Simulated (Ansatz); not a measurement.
# Sc started on a K site in rocksalt KCl, 16 atoms, charge 0

Which settings matter for this cell? A base run comes first, then runs with one to three settings changed.

Program: Ansatz 0.2.0, PAW, plane waves. These are calculated values, not measurements.

1 further run of the same task is left out (it didn't finish).

**1. The system as built**

16 atoms (8 Cl, 7 K, 1 Sc); a = 12.487 Å, b = 6.244 Å, c = 6.244 Å, α = 90.00°, β = 90.00°, γ = 90.00°. All atoms were shaken off their sites by about 0.02 Å along each axis. Defect site 1: (0.500, 0.500, 0.500).

As a file:

```cif
data_structure
_symmetry_space_group_name_H-M 'P 1'
_symmetry_Int_Tables_number 1
_cell_length_a 12.4873
_cell_length_b 6.2436
_cell_length_c 6.2436
_cell_angle_alpha 90.000
_cell_angle_beta 90.000
_cell_angle_gamma 90.000
_cell_volume 486.79
loop_
_atom_site_label
_atom_site_type_symbol
_atom_site_fract_x
_atom_site_fract_y
_atom_site_fract_z
_atom_site_occupancy
Cl1 Cl 0.24900 0.00220 0.00441 1
Cl2 Cl 0.75245 0.00244 0.00340 1
Cl3 Cl 0.00112 0.50391 0.00094 1
Cl4 Cl 0.49917 0.49863 0.00345 1
Cl5 Cl 0.00118 0.99971 0.49965 1
Cl6 Cl 0.49884 0.99609 0.49729 1
Cl7 Cl 0.25199 0.49904 0.49743 1
Cl8 Cl 0.74897 0.49968 0.50122 1
K1 K 0.00289 0.99814 0.99675 1
K2 K 0.49961 0.00108 0.99971 1
K3 K 0.25001 0.49912 0.99998 1
K4 K 0.74720 0.50172 0.99906 1
K5 K 0.25122 0.99667 0.50481 1
K6 K 0.74852 0.00122 0.49807 1
K7 K 0.00437 0.50264 0.50348 1
Sc1 Sc 0.50206 0.49950 0.49715 1
```

**2. Single point with PBEsol**

File in.yaml:

```yaml
crystal:
  lattice:
    - [12.487268, 0.000000, 0.000000]
    - [0.000000, 6.243634, 0.000000]
    - [0.000000, 0.000000, 6.243634]
  atoms:
    - { symbol: Cl, position: [0.249000, 0.002204, 0.004409] }
    - { symbol: Cl, position: [0.752446, 0.002436, 0.003398] }
    - { symbol: Cl, position: [0.001125, 0.503906, 0.000941] }
    - { symbol: Cl, position: [0.499166, 0.498632, 0.003449] }
    - { symbol: Cl, position: [0.001175, 0.999714, 0.499651] }
    - { symbol: Cl, position: [0.498841, 0.996091, 0.497295] }
    - { symbol: Cl, position: [0.251993, 0.499041, 0.497434] }
    - { symbol: Cl, position: [0.748972, 0.499682, 0.501223] }
    - { symbol: K, position: [0.002886, 0.998138, 0.996748] }
    - { symbol: K, position: [0.499605, 0.001078, 0.999712] }
    - { symbol: K, position: [0.250006, 0.499119, 0.999981] }
    - { symbol: K, position: [0.747196, 0.501717, 0.999059] }
    - { symbol: K, position: [0.251225, 0.996674, 0.504807] }
    - { symbol: K, position: [0.748515, 0.001222, 0.498072] }
    - { symbol: K, position: [0.004366, 0.502637, 0.503480] }
    - { symbol: Sc, position: [0.502061, 0.499495, 0.497146] }
kpoints:
  mp_grid: { grid: [2, 2, 2], shift: [0.5, 0.5, 0.5] }
hamiltonian:
  xc: pbesol
scf:
  occupations: { method: fermi_dirac, width: 0.01 }
output:
  forces: true
  eigenvalues: true
  stress: true
  populations: true
```

The run is started by

```
$ ansatz run in.yaml --threads 7 --pin off --max-ram 13300MiB --runs-dir r --events-out ev --progress --plain
```

**3. Run again with cutoff 300 eV, density cutoff ratio 6**

in.yaml: that of step 2 with these lines changed.

```diff
@@ -24,2 +24,3 @@
   mp_grid: { grid: [2, 2, 2], shift: [0.5, 0.5, 0.5] }
+basis: { ecutwfc: 300, ecutrho_ratio: 6 }
 hamiltonian:
@@ -28,2 +29,3 @@
   occupations: { method: fermi_dirac, width: 0.01 }
+  max_iter: 100
 output:
@@ -32,2 +34 @@
   stress: true
-  populations: true
```

**4. Variant: occupations Fermi–Dirac**

in.yaml: that of step 3 with these lines changed.

```diff
@@ -24,3 +24,2 @@
   mp_grid: { grid: [2, 2, 2], shift: [0.5, 0.5, 0.5] }
-basis: { ecutwfc: 300, ecutrho_ratio: 6 }
 hamiltonian:
@@ -29,3 +28,3 @@
   occupations: { method: fermi_dirac, width: 0.01 }
-  max_iter: 100
+  max_iter: 50
 output:
```

**5. Run again with accuracy low**

in.yaml: that of step 4 with these lines changed.

```diff
@@ -1 +1,2 @@
+accuracy: low
 crystal:
@@ -28,3 +29,3 @@
   occupations: { method: fermi_dirac, width: 0.01 }
-  max_iter: 50
+  max_iter: 100
 output:
```

Q: Predict the outcome of this session. Wanted: for each run, settings; status; energy from base; forces from base.

The runs gave:

| settings | status | cycles | time | energy from base (meV/atom) | forces from base (eV/Å rms) | filled to empty level on the mesh (eV) |
| --- | --- | --- | --- | --- | --- | --- |
| base | converged | 52 | 11 s (7 CPU threads) | 0 | 0 | none |
| cutoff 300 eV, density cutoff ratio 6 | converged, settings too loose | 41 | 5.3 s (7 CPU threads) | +13.3 | 0.000 | - |
| occupations Fermi–Dirac | converged | 48 | 9.6 s (7 CPU threads) | 0.0 | 0.000 | - |
| accuracy low | converged, settings too loose | 48 | 8.6 s (7 CPU threads) | 0.0 | 0.000 | - |

The base run shows no spacing between filled and empty levels on this coarse mesh with displaced atoms and smearing, so occupations can shift between runs, and part of each change may come from that and not from the setting itself.

Among these variants the forces move most with cutoff 300 eV, density cutoff ratio 6 (0.000 eV/Å rms).
